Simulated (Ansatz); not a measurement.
## LiGeN, space group P6_3mc: a convergence test of the k-point mesh, step by step

With the Python package of Ansatz (0.2.0).

Notebook, run cell by cell (the value of a cell's last expression is shown):

```python
import ansatz as az
import matplotlib.pyplot as plt
```

```python
params = {
    'smearing': 'Marzari-Vanderbilt',
}
```

```python
cell = (
    az.Lattice.from_parameters(3.012409, 3.012409, 9.419459, alpha=90.0, beta=90.0, gamma=120.0)
    .atom('Li', [2 / 3, 1 / 3, 0.743392])
    .atom('Li', [1 / 3, 2 / 3, 0.243392])
    .atom('Ge', [0.0, 0.0, 0.498023])
    .atom('Ge', [0.0, 0.0, 0.998023])
    .atom('N', [1 / 3, 2 / 3, 0.603223])
    .atom('N', [2 / 3, 1 / 3, 0.103223])
)
```

```python
len(cell.resolved().sites)
```

    6

```python
model = (
    cell.calculation()
    .basis(21 * az.Ha)
    .occupations(params['smearing'], width=50 * az.meV)
    .functional(az.Functional.PBE)
    .forces()
    .stress()
)
```

```python
rows = []
for value in [(3, 3, 1), (6, 6, 1), (6, 6, 2), (12, 12, 2), (12, 12, 4)]:
    summary = model.kpoints(mesh=value).run().report
    rows.append((value, summary['free_energy_ev'] / len(summary['lattice']['sites']), summary['n_iterations'], sum(summary['stress_gpa'][i][i] for i in range(3)) / 3, max(abs(f) for row in summary['forces_ev_ang'] for f in row), summary['n_kpoints']))
```

```python
print('        mesh   F/atom (eV)    iterations       P (GPa)  max component (eV/A)      k-points')
for row in rows:
    print(f'{str(row[0]):>12s}  {row[1]:12.5f}  {row[2]:12d}  {row[3]:12.3f}  {row[4]:20.4f}  {row[5]:12d}')

# differences from the last row
for row in rows[:-1]:
    shift = 1000 * (row[1] - rows[-1][1])
    print(f'{row[0]}: {shift:+.2f} meV/atom' + ('  (within 5 meV)' if abs(shift) < 5 else ''))
plt.figure(figsize=(4.5, 3))
plt.plot([str(row[0]) for row in rows], [1000 * (row[1] - rows[-1][1]) for row in rows], 'o-')
plt.xlabel('mesh')
plt.ylabel('F - F(last) (meV/atom)')
plt.tight_layout()
plt.savefig('kconv.png', dpi=100)
```

            mesh   F/atom (eV)    iterations       P (GPa)  max component (eV/A)      k-points
       (3, 3, 1)   -1628.05932             7         1.221                0.2372             3
       (6, 6, 1)   -1628.17314             6         0.323                0.0569             7
       (6, 6, 2)   -1628.18382             6         0.218                0.0665            14
     (12, 12, 2)   -1628.18579             6         0.224                0.0693            38
     (12, 12, 4)   -1628.18596             6         0.228                0.0695            57
    (3, 3, 1): +126.64 meV/atom
    (6, 6, 1): +12.82 meV/atom
    (6, 6, 2): +2.14 meV/atom  (within 5 meV)
    (12, 12, 2): +0.17 meV/atom  (within 5 meV)

From 6×6×2 on it stays within 5 meV an atom of the value at 12×12×4; the first row (3×3×1) is off by 126.6 meV and the last but one by 0.17 meV. The pressure moves from 1.22 to 0.23 GPa.

Notes:
- Pressure is positive in compression.
- This cell is a computed structure, which may not be the phase found in nature.
- Shifts are counted from the finest mesh, which is itself no proven limit.
- Timing: 25 s on 1 thread of Intel(R) Xeon(R) Processor @ 2.30GHz, with other jobs on the host, peak memory 0.65 GiB.
